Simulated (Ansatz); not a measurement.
# ClHO2Zn + H2: a complex and its separated parts, part 2 of 2

Ansatz 0.2.0, Gaussian basis.

## (13) CAM-B3LYP-D4/def2-TZVPP

The inputs:

parta/in.yaml

```yaml
crystal:
  periodic: [false, false, false]
  atoms:
    - {symbol: Zn, position_ang: [-0.211659, -0.729651, -0.406231]}
    - {symbol: Cl, position_ang: [-1.181181, -2.517782, -0.847939]}
    - {symbol: O, position_ang: [0.612644, 0.817822, 0.006393]}
    - {symbol: O, position_ang: [1.536658, 0.908948, -1.111588]}
    - {symbol: H, position_ang: [2.368199, 1.046033, -0.643086]}
basis:
  gaussian: {orbitals: def2-TZVPP}
hamiltonian: {xc: {name: CAM-B3LYP}, dispersion: d4}
```

partb/in.yaml

```yaml
crystal:
  periodic: [false, false, false]
  atoms:
    - {symbol: H, position_ang: [-1.772546, -0.069345, 1.532398]}
    - {symbol: H, position_ang: [-1.352115, 0.543977, 1.470054]}
basis:
  gaussian: {orbitals: def2-TZVPP}
hamiltonian: {xc: {name: CAM-B3LYP}, dispersion: d4}
```

The same command starts each run, in its folder.

Command:

```bash
$ ansatz run in.yaml --threads 4 --pin off --events-out ev --progress --plain --max-ram 9574MiB
```

Log of parta, cut to the lines that bear on the results:

```text
Functional definition: CAM-B3LYP
  name "CAM-B3LYP"
  cite "Yanai, Tew & Handy, Chem. Phys. Lett. 393, 51 (2004) doi:10.1016/j.cplett.2004.06.011"
  cite "Iikura, Tsuneda, Yanai & Hirao, J. Chem. Phys. 115, 3540 (2001) doi:10.1063/1.1383587"
  cite "Becke, Phys. Rev. A 38, 3098 (1988) doi:10.1103/PhysRevA.38.3098"
  cite "Lee, Yang & Parr, Phys. Rev. B 37, 785 (1988) doi:10.1103/PhysRevB.37.785"
[...]
1220 factors; their error is unknown
194 factors; integrals over basis functions are off by at most 6.1e-5 eV
[...]
mean field -65056.40617633 eV, -2390.7788301642 hartree, gradient 1.8e-5 eV, S^2 0.000000; 0 other end points of the search recorded, 0 dependent functions left out
reference -65056.40629210 eV, -2390.7788344186 hartree; 32, 32 occupied and 150, 150 virtual orbitals, 1220 factors
Total energy: -65056.47793015 eV, -2390.7814670686 hartree
```

Log of partb, cut to the lines that bear on the results:

```text
[... 6 set-up lines as earlier in the session ...]
[...]
  # Exact exchange under (alpha + beta erf(omega r))/r, Becke's under what is left of 1/r.
[...]
118 factors; their error is unknown
42 factors; integrals over basis functions are off by at most 6.3e-5 eV
[...]
mean field -31.88030322 eV, -1.1715795342 hartree, gradient 6.4e-5 eV, S^2 0.000000; 0 other end points of the search recorded, 0 dependent functions left out
reference -31.88037316 eV, -1.1715821044 hartree; 1, 1 occupied and 27, 27 virtual orbitals, 118 factors
Total energy: -31.88188657 eV, -1.1716377213 hartree
```

Wall times: 8.5 s (parta), 0.52 s (partb) on 4 threads of Intel Xeon at 2.50GHz, shared host; peak memory 0.45 GiB.

## (14) wB97X-V/def2-TZVPP

The same edit goes into each in.yaml of step 13 (parta, partb):

```diff
-hamiltonian: {xc: {name: CAM-B3LYP}, dispersion: d4}
+hamiltonian: {xc: {name: wB97X-V}}
```

Each run has its own folder and the same command.

Command:

```bash
$ ansatz run in.yaml --threads 4 --pin off --events-out ev --progress --plain --max-ram 9574MiB
```

Output in parta, cut to the lines that bear on the results:

```text
Functional definition: wB97X-V
  name "wB97X-V"
  cite "Mardirossian & Head-Gordon, Phys. Chem. Chem. Phys. 16, 9904 (2014) doi:10.1039/C3CP54374A"
[... 2 set-up lines as earlier in the session ...]
[...]
      + integral(e_c_pw_opposite_spin*poly(b97_u_opposite, cos0, cos1)) + vv10(b, c)
1207 factors; their error is unknown
181 factors; integrals over basis functions are off by at most 2.9e-5 eV
[...]
mean field -65046.31357659 eV, -2390.4079339646 hartree, gradient 2.1e-5 eV, S^2 0.000000; 0 other end points of the search recorded, 0 dependent functions left out
reference -65046.31357457 eV, -2390.4079338906 hartree; 32, 32 occupied and 150, 150 virtual orbitals, 1207 factors
Total energy: -65046.31357457 eV, -2390.4079338906 hartree
```

Output in partb, cut to the lines that bear on the results:

```text
[... 5 set-up lines as earlier in the session ...]
[...]
      + integral(e_c_pw_opposite_spin*poly(b97_u_opposite, cos0, cos1)) + vv10(b, c)
118 factors; their error is unknown
42 factors; integrals over basis functions are off by at most 3.0e-5 eV
[...]
mean field -31.90859745 eV, -1.1726193280 hartree, gradient 8.8e-5 eV, S^2 0.000000; 0 other end points of the search recorded, 0 dependent functions left out
reference -31.90859645 eV, -1.1726192913 hartree; 1, 1 occupied and 27, 27 virtual orbitals, 118 factors
Total energy: -31.90859645 eV, -1.1726192913 hartree
```

Times: 13 s (parta), 0.71 s (partb) on 4 threads of Intel Xeon at 2.50GHz, shared host; peak memory 0.45 GiB.

## (15) wB97M-V/def2-TZVPP

The same edit goes into each in.yaml of step 14 (parta, partb):

```diff
-hamiltonian: {xc: {name: wB97X-V}}
+hamiltonian: {xc: {name: wB97M-V}}
```

One command serves all of them, each in its own folder.

Command:

```bash
$ ansatz run in.yaml --threads 4 --pin off --events-out ev --progress --plain --max-ram 9574MiB
```

Log of parta, cut to the lines that bear on the results:

```text
Functional definition: wB97M-V
  name "wB97M-V"
  cite "Mardirossian & Head-Gordon, J. Chem. Phys. 144, 214110 (2016) doi:10.1063/1.4952647"
[... 2 set-up lines as earlier in the session ...]
  # Of w^i u^j: cxij and so on, Table III.
[...]
  gx(w, u) = 1 - cx + cx01*u + cx10*w
[...]
      + integral(e_c_pw_mod_opposite_spin*gos(b97_w_opposite, b97_u_opposite)) + vv10(b, c)
1207 factors; their error is unknown
181 factors; integrals over basis functions are off by at most 2.9e-5 eV
[...]
mean field -65049.88351933 eV, -2390.5391269406 hartree, gradient 3.3e-5 eV, S^2 0.000000; 0 other end points of the search recorded, 0 dependent functions left out
reference -65049.88356874 eV, -2390.5391287565 hartree; 32, 32 occupied and 150, 150 virtual orbitals, 1207 factors
Total energy: -65049.88356874 eV, -2390.5391287565 hartree
```

Log of partb, cut to the lines that bear on the results:

```text
[... 5 set-up lines as earlier in the session ...]
  # Of w^i u^j: cxij and so on, Table III.
[...]
  gx(w, u) = 1 - cx + cx01*u + cx10*w
[...]
      + integral(e_c_pw_mod_opposite_spin*gos(b97_w_opposite, b97_u_opposite)) + vv10(b, c)
118 factors; their error is unknown
42 factors; integrals over basis functions are off by at most 3.0e-5 eV
[...]
mean field -31.60110877 eV, -1.1613193272 hartree, gradient 7.3e-6 eV, S^2 0.000000; 0 other end points of the search recorded, 0 dependent functions left out
reference -31.60113303 eV, -1.1613202187 hartree; 1, 1 occupied and 27, 27 virtual orbitals, 118 factors
Total energy: -31.60113303 eV, -1.1613202187 hartree
```

Times: 13 s (parta), 0.99 s (partb) on 4 threads of Intel Xeon at 2.50GHz, shared host; peak memory 0.46 GiB.

## (16) B2PLYP/def2-TZVPP

Changes to parta/in.yaml since step 15:

```diff
@@ -10,2 +10,3 @@
   gaussian: {orbitals: def2-TZVPP}
-hamiltonian: {xc: {name: wB97M-V}}
+hamiltonian: {xc: {name: B2PLYP}}
+correlation: {frozen_orbitals: {Cl: 5, H: 0, O: 1, Zn: 9}}
```

Changes to partb/in.yaml since step 15:

```diff
@@ -7,2 +7,2 @@
   gaussian: {orbitals: def2-TZVPP}
-hamiltonian: {xc: {name: wB97M-V}}
+hamiltonian: {xc: {name: B2PLYP}}
```

The same command starts each run, in its folder.

Command:

```bash
$ ansatz run in.yaml --threads 4 --pin off --events-out ev --progress --plain --max-ram 9574MiB
```

parta printed, cut to the lines that bear on the results:

```text
Functional definition: B2PLYP
  name "B2PLYP"
  cite "Grimme, J. Chem. Phys. 124, 034108 (2006) doi:10.1063/1.2148954"
[... 2 set-up lines as earlier in the session ...]
[...]
1191 factors; integrals over basis functions are off by at most 1.1e-3 eV
[...]
mean field -65030.23632202 eV, -2389.8171057567 hartree, gradient 4.3e-6 eV, S^2 0.000000; 0 other end points of the search recorded, 0 dependent functions left out
16 core orbitals not correlated: weight in the atoms' cores, before any rotation towards them, 1.000 or more for the frozen orbitals, at most 0.000 for the correlated occupied ones
reference -65030.23647111 eV, -2389.8171112357 hartree; 16, 16 occupied and 150, 150 virtual orbitals, 1191 factors
second order -38.10322011 eV of doubles, -0.00000000 eV of singles
Total energy: -65040.52434054 eV, -2390.1951834639 hartree
```

partb printed, cut to the lines that bear on the results:

```text
[... 5 set-up lines as earlier in the session ...]
[...]
145 factors; integrals over basis functions are off by at most 7.4e-4 eV
[...]
mean field -31.55848324 eV, -1.1597528679 hartree, gradient 1.1e-6 eV, S^2 0.000000; 0 other end points of the search recorded, 0 dependent functions left out
reference -31.55857265 eV, -1.1597561539 hartree; 1, 1 occupied and 27, 27 virtual orbitals, 145 factors
second order -1.02367196 eV of doubles, -0.00000000 eV of singles
Total energy: -31.83496408 eV, -1.1699133516 hartree
```

Wall times: 12 s (parta), 0.67 s (partb) on 4 threads of Intel Xeon at 2.50GHz, shared host; peak memory 0.45 GiB.

## (17) PBE-QIDH/def2-TZVPP

The same edit goes into each in.yaml of step 16 (parta, partb):

```diff
-hamiltonian: {xc: {name: B2PLYP}}
+hamiltonian: {xc: {name: PBE-QIDH}}
```

Each run has its own folder and the same command.

Command:

```bash
$ ansatz run in.yaml --threads 4 --pin off --events-out ev --progress --plain --max-ram 9574MiB
```

Output in parta, cut to the lines that bear on the results:

```text
Functional definition: PBE-QIDH
  name "PBE-QIDH"
  cite "Brémond, Sancho-García, Pérez-Jiménez & Adamo, J. Chem. Phys. 141, 031101 (2014) doi:10.1063/1.4890314"
[... 1 set-up line as earlier in the session ...]
[...]
1191 factors; integrals over basis functions are off by at most 1.1e-3 eV
[...]
mean field -65017.53328599 eV, -2389.3502777932 hartree, gradient 9.2e-6 eV, S^2 0.000000; 0 other end points of the search recorded, 0 dependent functions left out
16 core orbitals not correlated: weight in the atoms' cores, before any rotation towards them, 1.000 or more for the frozen orbitals, at most 0.000 for the correlated occupied ones
reference -65017.53329846 eV, -2389.3502782516 hartree; 16, 16 occupied and 150, 150 virtual orbitals, 1191 factors
second order -35.40853257 eV of doubles, -0.00000000 eV of singles
Total energy: -65029.33614265 eV, -2389.7840247753 hartree
```

partb printed, cut to the lines that bear on the results:

```text
[... 4 set-up lines as earlier in the session ...]
[...]
145 factors; integrals over basis functions are off by at most 7.4e-4 eV
[...]
mean field -31.52724226 eV, -1.1586047832 hartree, gradient 1.4e-6 eV, S^2 0.000000; 0 other end points of the search recorded, 0 dependent functions left out
reference -31.52724868 eV, -1.1586050191 hartree; 1, 1 occupied and 27, 27 virtual orbitals, 145 factors
second order -0.95921127 eV of doubles, -0.00000000 eV of singles
Total energy: -31.84698577 eV, -1.1703551405 hartree
```

Wall times: 11 s (parta), 0.51 s (partb) on 4 threads of Intel Xeon at 2.50GHz, shared host; peak memory 0.45 GiB.

## (18) RPA on PBE/def2-TZVPP

Changes to parta/in.yaml since step 17:

```diff
@@ -10,3 +10,3 @@
   gaussian: {orbitals: def2-TZVPP}
-hamiltonian: {xc: {name: PBE-QIDH}}
-correlation: {frozen_orbitals: {Cl: 5, H: 0, O: 1, Zn: 9}}
+hamiltonian: {xc: pbe}
+correlation: {method: rpa, frozen_orbitals: {Cl: 5, H: 0, O: 1, Zn: 9}}
```

Changes to partb/in.yaml since step 17:

```diff
@@ -7,2 +7,3 @@
   gaussian: {orbitals: def2-TZVPP}
-hamiltonian: {xc: {name: PBE-QIDH}}
+hamiltonian: {xc: pbe}
+correlation: {method: rpa}
```

One command serves all of them, each in its own folder.

Command:

```bash
$ ansatz run in.yaml --threads 4 --pin off --events-out ev --progress --plain --max-ram 9574MiB
```

Log of parta, cut to the lines that bear on the results:

```text
[... 4 set-up lines as earlier in the session ...]
[...]
1191 factors; integrals over basis functions are off by at most 1.1e-3 eV
[...]
mean field -65037.80656244 eV, -2390.0953069609 hartree, gradient 1.5e-6 eV, S^2 0.000000; 0 other end points of the search recorded, 0 dependent functions left out
16 core orbitals not correlated: weight in the atoms' cores, before any rotation towards them, 1.000 or more for the frozen orbitals, at most 0.000 for the correlated occupied ones
reference -64969.13970314 eV, -2387.5718464257 hartree; 16, 16 occupied and 150, 150 virtual orbitals, 1191 factors
Total energy: -65014.23573577 eV, -2389.2290950578 hartree
```

partb printed, cut to the lines that bear on the results:

```text
[... 4 set-up lines as earlier in the session ...]
[...]
145 factors; integrals over basis functions are off by at most 7.4e-4 eV
[...]
mean field -31.73222188 eV, -1.1661376451 hartree, gradient 1.4e-6 eV, S^2 0.000000; 0 other end points of the search recorded, 0 dependent functions left out
reference -30.80638667 eV, -1.1321138290 hartree; 1, 1 occupied and 27, 27 virtual orbitals, 145 factors
Total energy: -32.86230273 eV, -1.2076673506 hartree
```

They took 13 s (parta), 0.56 s (partb) on 4 threads of Intel Xeon at 2.50GHz, shared host; peak memory 0.45 GiB.

## (19) CCSD(T)/def2-TZVPP

Changes to parta/in.yaml since step 18:

```diff
@@ -10,3 +10,2 @@
   gaussian: {orbitals: def2-TZVPP}
-hamiltonian: {xc: pbe}
-correlation: {method: rpa, frozen_orbitals: {Cl: 5, H: 0, O: 1, Zn: 9}}
+correlation: {method: ccsd_t, frozen_orbitals: {Cl: 5, H: 0, O: 1, Zn: 9}}
```

Changes to partb/in.yaml since step 18:

```diff
@@ -7,3 +7,2 @@
   gaussian: {orbitals: def2-TZVPP}
-hamiltonian: {xc: pbe}
-correlation: {method: rpa}
+correlation: {method: ccsd_t}
```

Each run has its own folder and the same command.

Command:

```bash
$ ansatz run in.yaml --threads 4 --pin off --events-out ev --progress --plain --max-ram 9574MiB
```

Log of parta, cut to the lines that bear on the results:

```text
Functional definition: HF
  name "HF"
  cite "Fock, Z. Phys. 61, 126 (1930) doi:10.1007/BF01340294"
[... 1 set-up line as earlier in the session ...]
[...]
1191 factors; integrals over basis functions are off by at most 1.1e-3 eV
[...]
mean field -64971.35931956 eV, -2387.6534158247 hartree, gradient 2.8e-6 eV, S^2 0.000000; 0 other end points of the search recorded, 0 dependent functions left out
16 core orbitals not correlated: weight in the atoms' cores, before any rotation towards them, 1.000 or more for the frozen orbitals, at most 0.000 for the correlated occupied ones
reference -64971.35931956 eV, -2387.6534158247 hartree; 16, 16 occupied and 150, 150 virtual orbitals, 1191 factors
second order -31.75713132 eV of doubles, -0.00000000 eV of singles
cycle   1  -29.95289050 eV  change     1.8e0 eV  update   1.4e-1
[...]
cycle  13  -30.98089629 eV  change    1.8e-5 eV  update   8.0e-6
perturbative correction -1.13702668 eV, -0.0417849599 hartree
Total energy: -65003.47724253 eV, -2388.8337277237 hartree
```

Output in partb, cut to the lines that bear on the results:

```text
[... 4 set-up lines as earlier in the session ...]
[...]
145 factors; integrals over basis functions are off by at most 7.4e-4 eV
[...]
mean field -30.82769166 eV, -1.1328967728 hartree, gradient 4.3e-7 eV, S^2 0.000000; 0 other end points of the search recorded, 0 dependent functions left out
reference -30.82769166 eV, -1.1328967728 hartree; 1, 1 occupied and 27, 27 virtual orbitals, 145 factors
second order -0.86257799 eV of doubles, -0.00000000 eV of singles
cycle   1  -1.00723580 eV  change   -1.4e-1 eV  update   2.6e-2
[...]
cycle   7  -1.07308837 eV  change    6.7e-7 eV  update   4.1e-7
perturbative correction 0.00000000 eV, 0.0000000000 hartree
Total energy: -31.90078003 eV, -1.1723320431 hartree
```

Wall times: 79 s (parta), 0.52 s (partb) on 4 threads of Intel Xeon at 2.50GHz, shared host; peak memory 1.8 GiB.

## (20) Vibrations of ClHO2Zn

vib-parta/in.yaml reads:

```yaml
crystal:
  periodic: [false, false, false]
  atoms:
    - {symbol: Zn, position_ang: [-0.211659, -0.729651, -0.406231]}
    - {symbol: Cl, position_ang: [-1.181181, -2.517782, -0.847939]}
    - {symbol: O, position_ang: [0.612644, 0.817822, 0.006393]}
    - {symbol: O, position_ang: [1.536658, 0.908948, -1.111588]}
    - {symbol: H, position_ang: [2.368199, 1.046033, -0.643086]}
basis:
  gaussian: {orbitals: def2-TZVP}
hamiltonian: {xc: pbe0, dispersion: d4}
phonons: {temperatures: {t_min: 298.15, t_max: 900, t_step: 200}}
```

Command:

```bash
$ ansatz run in.yaml --threads 4 --pin off --events-out ev --progress --plain --max-ram 9574MiB
```

Standard output, cut to the lines that bear on the results:

```text
[... 5 set-up lines as earlier in the session ...]
[...]
1155 factors; their error is unknown
[...]
mean field -65038.90637348 eV, -2390.1357242714 hartree, gradient 4.4e-5 eV, S^2 0.000000; 0 other end points of the search recorded, 0 dependent functions left out
[...]
Atom 2 at     0.612644     0.817822     0.006393 Å, force    -0.001686    -0.000192     0.000162 eV/Å
Atom 3 at     1.536658     0.908948    -1.111588 Å, force     0.000123    -0.000034     0.000850 eV/Å
Atom 4 at     2.368199     1.046033    -0.643086 Å, force     0.001712     0.000171    -0.001215 eV/Å
Dipole moment:     0.276138     0.023399     0.155309 e Å
Vibrations: 76.93 131.12 177.98 280.81 412.00 660.76 954.47 1350.88 3817.34 cm⁻¹, zero-point energy 0.487400 eV
```

Run time: 2.8 min. Hardware: 4 threads of Intel Xeon at 2.50GHz, shared host; peak memory 0.45 GiB.

Wavenumbers and character of the modes:

```
mode  wavenumber (cm⁻¹)      character
   1                 77           bend
   2                131           bend
   3                178           bend
   4                281        torsion
   5                412  Zn–Cl stretch
   6                661   Zn–O stretch
   7                954    O–O stretch
   8               1351           bend
   9               3817    O–H stretch
```

Vibrational sums (real modes only):

```
T (K)  entropy (J/mol/K)  heat capacity (J/mol/K)
  298               51.0                     43.4
  498               75.9                     53.3
  698               94.8                     58.6
  898              110.0                     61.9
```

## (21) Vibrations of H2

vib-partb/in.yaml reads:

```yaml
crystal:
  periodic: [false, false, false]
  atoms:
    - {symbol: H, position_ang: [-1.772546, -0.069345, 1.532398]}
    - {symbol: H, position_ang: [-1.352115, 0.543977, 1.470054]}
basis:
  gaussian: {orbitals: def2-TZVP}
hamiltonian: {xc: pbe0, dispersion: d4}
phonons: {temperatures: {t_min: 298.15, t_max: 900, t_step: 200}}
```

Command:

```bash
$ ansatz run in.yaml --threads 4 --pin off --events-out ev --progress --plain --max-ram 9574MiB
```

Standard output, cut to the lines that bear on the results:

```text
[... 5 set-up lines as earlier in the session ...]
[...]
88 factors; their error is unknown
[...]
mean field -31.78865261 eV, -1.1682114363 hartree, gradient 1.7e-5 eV, S^2 0.000000; 0 other end points of the search recorded, 0 dependent functions left out
[...]
reference -31.78854800 eV, -1.1682075919 hartree; 1, 1 occupied and 11, 11 virtual orbitals, 88 factors
Total energy: -31.79027504 eV, -1.1682710595 hartree
Atom 0 at    -1.772546    -0.069345     1.532398 Å, force     0.001673     0.002441    -0.000248 eV/Å
Atom 1 at    -1.352115     0.543977     1.470054 Å, force    -0.001673    -0.002441     0.000248 eV/Å
Dipole moment:    -0.000000    -0.000000     0.000000 e Å
Vibrations: 4413.92 cm⁻¹, zero-point energy 0.273628 eV
```

Run time: 1.3 s. Hardware: 4 threads of Intel Xeon at 2.50GHz, shared host; peak memory 0.45 GiB.

Wavenumbers and character of the modes:

```
mode  wavenumber (cm⁻¹)    character
   1               4414  H–H stretch
```

Vibrational sums (real modes only):

```
T (K)  entropy (J/mol/K)  heat capacity (J/mol/K)
  298                0.0                      0.0
  498                0.0                      0.0
  698                0.0                      0.1
  898                0.1                      0.4
```

## (22) Complex less separated parts

The complex's own energies come from single points at the same levels.

Rows are in def2-TZVPP; times add the 3 runs of a level on a shared host, so small differences are noise.

Differences are taken before rounding.

```
      method                    rung  complex less parts (kcal/mol)  from CCSD(T) (kcal/mol)   time
       SPW92                     LDA                          -4.45                    -3.06  9.3 s
      PBE-D4                     GGA                          -1.99                    -0.60   10 s
     BLYP-D4                     GGA                          -1.12                    +0.27   12 s
   r2SCAN-D4                meta-GGA                          -2.14                    -0.75   18 s
      B97M-V                meta-GGA                          -1.72                    -0.33   26 s
     PBE0-D4                  hybrid                          -2.11                    -0.71   16 s
    B3LYP-D4                  hybrid                          -1.56                    -0.17   15 s
  r2SCAN0-D4                  hybrid                          -2.34                    -0.95   21 s
    BHLYP-D4                  hybrid                          -2.01                    -0.61   14 s
CAM-B3LYP-D4  range-separated hybrid                          -2.00                    -0.61   20 s
     wB97X-V  range-separated hybrid                          -1.97                    -0.58   28 s
     wB97M-V  range-separated hybrid                          -1.94                    -0.55   32 s
      B2PLYP           double hybrid                          -0.99                    +0.40   30 s
    PBE-QIDH           double hybrid                          -1.68                    -0.28   26 s
  RPA on PBE                     RPA                          -0.57                    +0.83   25 s
Hartree-Fock            wavefunction                          -0.33                    +1.06       
         MP2            wavefunction                          -1.34                    +0.06       
        CCSD            wavefunction                          -1.30                    +0.10       
     CCSD(T)            wavefunction                          -1.39                        0  4 min
```

Among the levels timed on like hardware and quicker than the yardstick, those that no quicker one beats, quickest first: SPW92 (9.3 s, -3.06 kcal/mol); PBE-D4 (10 s, -0.60 kcal/mol); BLYP-D4 (12 s, +0.27 kcal/mol); B3LYP-D4 (15 s, -0.17 kcal/mol).

B3LYP-D4 reaches 0.17 kcal/mol from the reference in 15 s, where CCSD(T) took 4 min; the quickest level in the cost chart, SPW92, takes 9.3 s and misses by 3.06 kcal/mol.

The complex's zero-point energy, from a separate PBE0-D4 run, is 0.830 eV.

## (23) Results

What follows sums up all 2 parts.

| quantity | value |
| --- | --- |
| complex less parts, CCSD(T)/def2-TZVPP | -1.39 kcal/mol |
| with zero-point energy | +0.19 kcal/mol |
| largest T1 diagnostic | 0.017 |

**Reading.** At CCSD(T) the complex lies 1.39 kcal/mol below its parts. The functionals run from B3LYP-D4, off by -0.17 kcal/mol, to SPW92, off by -3.06 kcal/mol, against CCSD(T). By rung, the mean size of the error is: LDA 3.06, GGA 0.44, meta-GGA 0.54, hybrid 0.61, range-separated hybrid 0.58, double hybrid 0.34 kcal/mol. PBE-D4 gives a relative energy 0.60 kcal/mol too low, an error of 43 % of the reference. No counterpoise was applied, and triple zeta lacks some correlation, so the CCSD(T) reference has a basis error of its own, and close matches with it are partly luck.
